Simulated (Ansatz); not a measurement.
**C5H11NO: how energies converge with the basis set**

Aim: see how fast density functionals converge with the basis set for C5H11NO.

The runs use Ansatz 0.2.0, Gaussian basis; one geometry, several basis sets.

Plan: PBE0-D4/def2-SVP; ωB97M-V/def2-SVP; PBE0-D4/def2-QZVPP; ωB97M-V/def2-QZVPP; the functionals' def2-TZVPP values are taken from earlier runs.

## (1) Structure used throughout

An earlier PBE0-D4 in a triple-zeta def2 set relaxation fixed the geometry.

SMILES `CCCCC(N)=O`, 18 atoms, charge 0, spin multiplicity 1.

Atoms are counted from 1 here; the program's logs count them from 0.

Bond lengths: C1–C2 1.519 Å, C1–H8 1.094 Å, C1–H9 1.093 Å, C1–H10 1.092 Å, C2–C3 1.519 Å, C2–H11 1.097 Å, C2–H12 1.097 Å, C3–C4 1.517 Å, C3–H13 1.093 Å, C3–H14 1.096 Å, C4–C5 1.515 Å, C4–H15 1.097 Å, C4–H16 1.095 Å, C5–N6 1.357 Å, C5–O7 1.213 Å, N6–H17 1.005 Å, N6–H18 1.002 Å. Angles: C2–C1–H8 111.1°, C2–C1–H9 111.0°, C2–C1–H10 111.6°, H8–C1–H9 107.4°, H8–C1–H10 107.7°, H9–C1–H10 107.8°, C1–C2–C3 112.7°, C1–C2–H11 109.6°, C1–C2–H12 109.6°, C3–C2–H11 109.6°, C3–C2–H12 109.2°, H11–C2–H12 106.0°, C2–C3–C4 112.8°, C2–C3–H13 110.3°, C2–C3–H14 109.7°, C4–C3–H13 108.5°, C4–C3–H14 109.3°, H13–C3–H14 105.9° and more.

## (2) PBE0-D4 in def2-SVP

The input, in.yaml:

```yaml
crystal:
  periodic: [false, false, false]
  atoms:
    - {symbol: C, position_ang: [2.049652, -1.513419, -1.328629]}
    - {symbol: C, position_ang: [0.973038, -1.310967, -0.276909]}
    - {symbol: C, position_ang: [0.349752, 0.073172, -0.334572]}
    - {symbol: C, position_ang: [-0.731719, 0.275385, 0.710020]}
    - {symbol: C, position_ang: [-1.249369, 1.698638, 0.747615]}
    - {symbol: N, position_ang: [-2.542426, 1.831146, 1.138820]}
    - {symbol: O, position_ang: [-0.559564, 2.657024, 0.471692]}
    - {symbol: H, position_ang: [1.643367, -1.389345, -2.336283]}
    - {symbol: H, position_ang: [2.856700, -0.785618, -1.208782]}
    - {symbol: H, position_ang: [2.488910, -2.511661, -1.267795]}
    - {symbol: H, position_ang: [0.192235, -2.071205, -0.399647]}
    - {symbol: H, position_ang: [1.397924, -1.473355, 0.720822]}
    - {symbol: H, position_ang: [1.115412, 0.840888, -0.195369]}
    - {symbol: H, position_ang: [-0.071912, 0.246709, -1.330958]}
    - {symbol: H, position_ang: [-0.327204, 0.062576, 1.707665]}
    - {symbol: H, position_ang: [-1.557417, -0.427715, 0.556834]}
    - {symbol: H, position_ang: [-2.919017, 2.757230, 1.242664]}
    - {symbol: H, position_ang: [-3.108364, 1.040517, 1.382811]}
basis:
  gaussian: {orbitals: def2-SVP}
hamiltonian: {xc: pbe0, dispersion: d4}
output: {orbitals: {seedname: orbitals}}
```

Launch:

```sh
$ ansatz run in.yaml --threads 2 --pin off --events-out ev --progress --plain --max-ram 32768MiB --backend cpu
```

The runs that follow: ωB97M-V in def2-SVP; PBE0-D4 in def2-QZVPP; ωB97M-V in def2-QZVPP.

Q: Predict the results of all the runs planned. Wanted: PBE0-D4: double and triple zeta above quadruple; ωB97M-V: double and triple zeta above quadruple.

As calculated:

| quantity | value |
| --- | --- |
| PBE0-D4: double and triple zeta above quadruple | 10.41, 0.50 eV |
| ωB97M-V: double and triple zeta above quadruple | 10.87, 0.48 eV |

In words: PBE0-D4 gains 9.91 eV from double to triple zeta, then 0.50 eV more. These are total energies; as a rule much of such shifts cancels in differences, which this series doesn't test. The LUMO of ωB97M-V is positive and keeps falling with the basis (3.19 to 1.54 eV): an unbound level that the basis holds in place.
